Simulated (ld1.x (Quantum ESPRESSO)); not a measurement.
**An RRKJ potential for Ge: one input and its neighbour, part 1 of 2**

Aim: run the settings below and read what the generator makes of them, then set beside them a closely related input and test what it gives.

The numbers are computed with ld1.x (Quantum ESPRESSO) 7.5 (PBEsol, scalar-relativistic, spin-unpolarised reference atom).

1 further run of the same task is left out (it didn't finish).

## 1. The atom and the settings

The settings as typed:

```
element                 : germanium (Ge, Z = 32)
type                    : norm-conserving RRKJ (Kleinman–Bylander form)
frozen core             : [Ar] 3d10
valence charge          : 4
reference configuration : 4s2 4p1.5 (charge +0.5)
partial waves           : 4p (bound): rc 1.90 bohr; 4d channel at 6.22 Ry: rc 2.05 bohr; 4s (bound): rc 1.85 bohr
local potential         : the s channel
core correction         : not asked for
```

An earlier all-electron run gives the scale for the radii.

All-electron outer shells of the reference configuration (PBEsol, scalar-relativistic, ld1.x):

```json
{"shell": "3d", "level (eV)": "-33.55", "outermost node (bohr)": "–", "outermost maximum (bohr)": "0.50"}
{"shell": "4s", "level (eV)": "-15.62", "outermost node (bohr)": "0.77", "outermost maximum (bohr)": "1.73"}
{"shell": "4p", "level (eV)": "-7.39", "outermost node (bohr)": "0.82", "outermost maximum (bohr)": "2.14"}
{"shell": "4d", "level (eV)": "-0.74", "outermost node (bohr)": "1.07", "outermost maximum (bohr)": "6.26"}
```

## 2. Running these settings

Input file Ge.in:

```
 &input
   title='Ge', zed=32., rel=1, dft='PBESOL', iswitch=3,
   config='[Ar] 3d10 4s2 4p1.5 4d-2',
   nld=3, rlderiv=2.25, eminld=-3.0, emaxld=5.0, deld=0.02
 /
 &inputp
   pseudotype=2, tm=.false., rho0=0.005, lloc=0,
   nlcc=.false.,
   file_pseudopw='Ge.UPF', file_wfcaegen='ae.wfc', file_wfcncgen='nc.wfc', file_beta='beta', file_chi='chi'
 /
3
4P  2  1   1.50   0.00  1.90  1.90  0.0
4D  3  2  -2.00   6.22  2.05  2.05  0.0
4S  1  0   2.00   0.00  1.85  1.85  0.0
 &test
   configts(1)='4s2 4p1.5'
 /
```

The run is started by

```
$ ld1.x < Ge.in > Ge.out
```

Output in Ge.out (without the banner and most projector matrices):

```text
     Program LD1 v.7.5
     --------------------------- All-electron run ----------------------------

     Ge
     scalar relativistic calculation

     atomic number is 32.00
     dft =PBESOL   lsd =0 sic =0 latt =0  beta=0.20 tr2=1.0E-14
     Exchange-correlation= PBESOL
                           (   1   4  10   8   0   0   0)
     mesh =1207 r(mesh) = 100.41023 a.u. xmin = -7.00 dx = 0.01250
     1 Ry =  13.60569312 eV, c = 137.03599908

     n l     nl                  e(Ry)          e(Ha)          e(eV)
     1 0     1S 1( 2.00)      -805.2728      -402.6364    -10956.2946
     2 0     2S 1( 2.00)      -101.0522       -50.5261     -1374.8856
     2 1     2P 1( 6.00)       -88.3697       -44.1849     -1202.3311
     3 0     3S 1( 2.00)       -12.6684        -6.3342      -172.3624
     3 1     3P 1( 6.00)        -8.7958        -4.3979      -119.6723
     3 2     3D 1(10.00)        -2.4660        -1.2330       -33.5522
     4 0     4S 1( 2.00)        -1.1483        -0.5742       -15.6235
     4 1     4P 1( 1.50)        -0.5434        -0.2717        -7.3928

     final scf error:  7.0E-15 reached in  35 iterations

     Etot =   -4194.383792 Ry,   -2097.191896 Ha,  -57067.498716 eV

     Ekin =    4269.956418 Ry,    2134.978209 Ha,   58095.716673 eV
     Encl =  -10102.814983 Ry,   -5051.407492 Ha, -137455.800342 eV
     Eh   =    1794.133794 Ry,     897.066897 Ha,   24410.433821 eV
     Exc  =    -155.659021 Ry,     -77.829510 Ha,   -2117.848867 eV

     normalization and overlap integrals

     s(1S/1S) =  1.000000  <r> =   0.0470  <r2> =    0.0030  r(max) =   0.0309
     s(2S/2S) =  1.000000  <r> =   0.2102  <r2> =    0.0521  r(max) =   0.1754
     s(2P/2P) =  1.000000  <r> =   0.1838  <r2> =    0.0414  r(max) =   0.1418
     s(3S/3S) =  1.000000  <r> =   0.6247  <r2> =    0.4503  r(max) =   0.5402
     s(3P/3P) =  1.000000  <r> =   0.6474  <r2> =    0.4936  r(max) =   0.5402
     s(3D/3D) =  1.000000  <r> =   0.7362  <r2> =    0.6957  r(max) =   0.5012
     s(4S/4S) =  1.000000  <r> =   2.0727  <r2> =    4.9456  r(max) =   1.7277
     s(4P/4P) =  1.000000  <r> =   2.6893  <r2> =    8.4891  r(max) =   2.1367

     ------------------------ End of All-electron run ------------------------

     --------------------- Generating NC pseudopotential ---------------------

      Generating local pot.: lloc=0, matching radius rcloc =   1.8500

      Wfc   4P  rcut= 1.886  Estimated cut-off energy=       48.36 Ry
      This function has    0 nodes for 0 < r <    1.886

      Wfc   4D  rcut= 2.032  Estimated cut-off energy=       79.19 Ry
     l=   2 Node at 1.93336904
      This function has    1 nodes for 0 < r <    2.032

 %%%%%%%%%%%%%%%%%%%%%%%%%%%%%%%%%%%%%%%%%%%%%%%%%%%%%%%%%%%%%%%%%%%%%%%%%%%%%%
     Error in routine compute_phi (1):
     phi has nodes before r_c
 %%%%%%%%%%%%%%%%%%%%%%%%%%%%%%%%%%%%%%%%%%%%%%%%%%%%%%%%%%%%%%%%%%%%%%%%%%%%%%

     stopping ...
```

Wall time 0.15 s (1 thread, shared host).

## 3. What went wrong

No potential comes out: the run stopped with "compute_phi: phi has nodes before r_c". The reason: the RRKJ expansion in Bessel functions gave a pseudo-wave with a node inside its radius.

The second input is set otherwise in this: waves 4d channel at 0.25 Ry: rc 2.05 bohr.

## 4. The second input

Ge.in, as its differences from that of step 2:

```diff
@@ -12,3 +12,3 @@
 4P  2  1   1.50   0.00  1.90  1.90  0.0
-4D  3  2  -2.00   6.22  2.05  2.05  0.0
+4D  3  2  -2.00   0.25  2.05  2.05  0.0
 4S  1  0   2.00   0.00  1.85  1.85  0.0
```

The run is started by

```
$ ld1.x < Ge.in > Ge.out
```

Output in Ge.out (without the banner and most projector matrices):

```text
     Program LD1 v.7.5
     --------------------------- All-electron run ----------------------------

     Ge
     scalar relativistic calculation

     atomic number is 32.00
     dft =PBESOL   lsd =0 sic =0 latt =0  beta=0.20 tr2=1.0E-14
     Exchange-correlation= PBESOL
                           (   1   4  10   8   0   0   0)
     mesh =1207 r(mesh) = 100.41023 a.u. xmin = -7.00 dx = 0.01250
     1 Ry =  13.60569312 eV, c = 137.03599908

     n l     nl                  e(Ry)          e(Ha)          e(eV)
     1 0     1S 1( 2.00)      -805.2728      -402.6364    -10956.2946
     2 0     2S 1( 2.00)      -101.0522       -50.5261     -1374.8856
     2 1     2P 1( 6.00)       -88.3697       -44.1849     -1202.3311
     3 0     3S 1( 2.00)       -12.6684        -6.3342      -172.3624
     3 1     3P 1( 6.00)        -8.7958        -4.3979      -119.6723
     3 2     3D 1(10.00)        -2.4660        -1.2330       -33.5522
     4 0     4S 1( 2.00)        -1.1483        -0.5742       -15.6235
     4 1     4P 1( 1.50)        -0.5434        -0.2717        -7.3928

     final scf error:  7.0E-15 reached in  35 iterations

     Etot =   -4194.383792 Ry,   -2097.191896 Ha,  -57067.498716 eV

     Ekin =    4269.956418 Ry,    2134.978209 Ha,   58095.716673 eV
     Encl =  -10102.814983 Ry,   -5051.407492 Ha, -137455.800342 eV
     Eh   =    1794.133794 Ry,     897.066897 Ha,   24410.433821 eV
     Exc  =    -155.659021 Ry,     -77.829510 Ha,   -2117.848867 eV

     normalization and overlap integrals

     s(1S/1S) =  1.000000  <r> =   0.0470  <r2> =    0.0030  r(max) =   0.0309
     s(2S/2S) =  1.000000  <r> =   0.2102  <r2> =    0.0521  r(max) =   0.1754
     s(2P/2P) =  1.000000  <r> =   0.1838  <r2> =    0.0414  r(max) =   0.1418
     s(3S/3S) =  1.000000  <r> =   0.6247  <r2> =    0.4503  r(max) =   0.5402
     s(3P/3P) =  1.000000  <r> =   0.6474  <r2> =    0.4936  r(max) =   0.5402
     s(3D/3D) =  1.000000  <r> =   0.7362  <r2> =    0.6957  r(max) =   0.5012
     s(4S/4S) =  1.000000  <r> =   2.0727  <r2> =    4.9456  r(max) =   1.7277
     s(4P/4P) =  1.000000  <r> =   2.6893  <r2> =    8.4891  r(max) =   2.1367

     ------------------------ End of All-electron run ------------------------

     --------------------- Generating NC pseudopotential ---------------------

      Generating local pot.: lloc=0, matching radius rcloc =   1.8500

      Wfc   4P  rcut= 1.886  Estimated cut-off energy=       48.36 Ry
      This function has    0 nodes for 0 < r <    1.886

      Wfc   4D  rcut= 2.032  Estimated cut-off energy=       53.97 Ry
      This function has    0 nodes for 0 < r <    2.032

     ------------------- End of pseudopotential generation -------------------

     [... the all-electron block is printed once more ...]


     Computing logarithmic derivative in   2.26038
     Message from routine run_pseudo:
     Warning: convergence not achieved
     Computing logarithmic derivative in   2.26038
     Computing the partial wave expansion
       no projector for channel:   0
     R is outside the sphere for l=    1 j= 0.00
     R is outside the sphere for l=    2 j= 0.00

     ---------------------- Testing the pseudopotential ----------------------

     Ge
     scalar relativistic calculation

     atomic number is 32.00   valence charge is  4.00
     dft =PBESOL   lsd =0 sic =0 latt =0  beta=0.20 tr2=1.0E-14
     mesh =1207 r(mesh) = 100.41023 xmin = -7.00 dx = 0.01250

     n l     nl             e AE (Ry)        e PS (Ry)    De AE-PS (Ry)
     1 0     4S   1( 2.00)       -1.14830       -1.14831        0.00001
     2 1     4P   1( 1.50)       -0.54336       -0.54336        0.00000

     eps = 7.2E-12  iter =201

     Etot =   -4194.383792 Ry,   -2097.191896 Ha,  -57067.498716 eV
     Etotps =    -7.347329 Ry,      -3.673665 Ha,     -99.965509 eV

     Ekin =       2.418686 Ry,       1.209343 Ha,      32.907903 eV
     Encl =     -12.819784 Ry,      -6.409892 Ha,    -174.422052 eV
     Ehrt =       4.748387 Ry,       2.374193 Ha,      64.605093 eV
     Ecxc =      -1.724348 Ry,      -0.862174 Ha,     -23.460950 eV
     Epseu=       0.029730 Ry,       0.014865 Ha,       0.404496 eV

     ---------------------- End of pseudopotential test ----------------------
```

It took 7.1 s on 1 thread, shared host. (Generation and the later configuration tests together.)

Partial waves on a coarse radial grid (AE all-electron, PS pseudo):

```
r (bohr)    4s AE   4s PS    4p AE   4p PS
   0.103   0.1681  0.0235   0.1594  0.0010
   0.205   0.1246  0.0482   0.0390  0.0043
   0.308  -0.1616  0.0757  -0.1505  0.0117
   0.410  -0.3327  0.1071  -0.2525  0.0250
   0.513  -0.3416  0.1446  -0.2588  0.0466
   0.615  -0.2397  0.1889  -0.2001  0.0776
   0.718  -0.0830  0.2422  -0.1062  0.1189
   0.820   0.0862  0.3039   0.0000  0.1690
   0.923   0.2484  0.3746   0.1076  0.2266
   1.025   0.3892  0.4505   0.2076  0.2879
   1.128   0.5070  0.5287   0.2984  0.3504
   1.230   0.5992  0.6020   0.3769  0.4097
   1.332   0.6684  0.6654   0.4439  0.4639
   1.435   0.7178  0.7150   0.5003  0.5117
   1.538   0.7492  0.7480   0.5461  0.5519
   1.640   0.7655  0.7653   0.5821  0.5844
   1.743   0.7694  0.7694   0.6098  0.6103
   1.845   0.7633  0.7633   0.6296  0.6297
   1.948   0.7490  0.7490   0.6429  0.6429
   2.050   0.7286  0.7286   0.6501  0.6501
   2.153   0.7031  0.7031   0.6521  0.6521
   2.255   0.6744  0.6744   0.6498  0.6498
   2.358   0.6430  0.6430   0.6437  0.6437
   2.460   0.6103  0.6103   0.6344  0.6344
   2.562   0.5769  0.5769   0.6225  0.6225
   2.665   0.5429  0.5429   0.6083  0.6083
```

(Continued in part 2 of 2.)
